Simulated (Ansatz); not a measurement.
# BaZrO3: the cost of one run

Method: DFT PBE with spin–orbit coupling, plane waves, PAW, in Ansatz 0.2.0.

1 further run of the same task is left out (it didn't finish).

## Step 1: The structure to begin with

The structure is cubic, space group Pm-3m (No. 221). Conventional cell: a = 4.227 Å, b = 4.227 Å, c = 4.227 Å, α = 90.00°, β = 90.00°, γ = 90.00°. Ba (site symmetry m-3m) is surrounded by 12 O at 2.99 Å. Zr (site symmetry m-3m) has 6 O at 2.11 Å as nearest neighbours. O (site symmetry 4/mmm) has 2 Zr at 2.11 Å and 4 Ba at 2.99 Å as nearest neighbours.

Coordinates:

```
CELL_PARAMETERS angstrom
4.22717 0.00000 0.00000
0.00000 4.22717 0.00000
0.00000 0.00000 4.22717
ATOMIC_POSITIONS crystal
Ba 0.00000 0.00000 0.00000
Zr 0.50000 0.50000 0.50000
O 0.00000 0.50000 0.50000
O 0.50000 0.50000 0.00000
O 0.50000 0.00000 0.50000
```

An earlier run at PBE with spin–orbit coupling left this cell at 15.107 Å³/atom and 0.00 GPa (6×6×6 mesh).

The changes: atom 5 (O) moved 0.02 Å along z; strain e2 = -0.02, atoms carried along.

## Step 2: Atom 5 (O) moved 0.02 Å along z

File input.yaml:

```yaml
crystal:
  lattice:
    - [4.2271748875, 0.0, 0.0]
    - [0.0, 4.2271748875, 0.0]
    - [0.0, 0.0, 4.2271748875]
  atoms:
    - { symbol: Ba, position: [0.0, 0.0, 0.0] }
    - { symbol: Zr, position: [0.5, 0.5, 0.5] }
    - { symbol: O, position: [0.0, 0.5, 0.5] }
    - { symbol: O, position: [0.5, 0.5, 0.0] }
    - { symbol: O, position: [0.5, 0.0, 0.5047312923] }
basis:
  ecutwfc: 420
  ecutrho_ratio: 4
kpoints:
  mp_grid: { grid: [6, 6, 6] }
hamiltonian:
  xc: pbe
scf:
  occupations: { method: gaussian, width: 0.05 }
output:
  forces: true
  stress: true
  eigenvalues: true
  populations: true
  write_density: true
  write_potential: true
  elf: true
  volumetric_format: npy
magnetization:
  noncollinear: true
  spin_orbit: true
```

On the command line:

```bash
$ ansatz run input.yaml --threads 4 --pin off --max-ram 7168MiB --backend cpu --events-out ev --progress --plain --runs-dir out
```

Q: Estimate wall time and peak memory on 4 threads of Arm Neoverse N1, shared host.

About 49 s, with a peak of 0.99 GiB.
